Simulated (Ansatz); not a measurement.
# Ge2S: the cost of one run

Method: DFT PBE, scalar-relativistic, plane waves, PAW, in Ansatz 0.2.0.

**1. The structure to begin with**

Symmetry: I4/mmm, No. 139, tetragonal system. The conventional cell has a = 3.542 Å, b = 3.542 Å, c = 8.690 Å, α = 90.00°, β = 90.00°, γ = 90.00°. Ge (site symmetry 4mm) is surrounded by 5 Ge at 2.87 to 2.91 Å and 5 S at 2.89 to 2.91 Å. Around S (site symmetry 4/mmm) lie 10 Ge at 2.89 to 2.91 Å.

Structure file:

```xyz
3
Lattice="-1.7712 1.7712 4.3449 1.7712 -1.7712 4.3449 1.7712 1.7712 -4.3449" Properties=species:S:1:pos:R:3 pbc="T T T"
Ge    0.0000    0.0000    5.7788
Ge    0.0000    0.0000    2.9111
S     0.0000    0.0000    0.0000
```

(A quick probe on a coarse mesh, which set the mesh and smearing, is not shown.)

**3. Full relaxation**

input.yaml reads:

```yaml
crystal:
  lattice:
    - [-1.7711873486, 1.7711873486, 4.3449439646]
    - [1.7711873486, -1.7711873486, 4.3449439646]
    - [1.7711873486, 1.7711873486, -4.3449439646]
  atoms:
    - { symbol: Ge, position: [0.665, 0.665, 0.0] }
    - { symbol: Ge, position: [0.335, 0.335, 0.0] }
    - { symbol: S, position: [0.0, 0.0, 0.0] }
basis:
  ecutwfc: 420
kpoints:
  mp_grid: { grid: [18, 18, 18] }
hamiltonian:
  xc: pbe
scf:
  occupations: { method: gaussian, width: 0.1 }
output:
  forces: true
  stress: true
  eigenvalues: true
relax:
  adjacent_minimum: "off"
  f_tol: 0.01
  max_steps: 80
  cell: { stress_tol: 0.05 }
```

Started as:

```sh
$ ansatz run input.yaml --threads 1 --pin off --max-ram 2560MiB --backend cpu --events-out ev --progress --plain --runs-dir out
```

Q: Estimate wall time and peak memory on 1 thread of Arm Neoverse N1, shared host.

About 9.2 min, with a peak of 0.7 GiB.
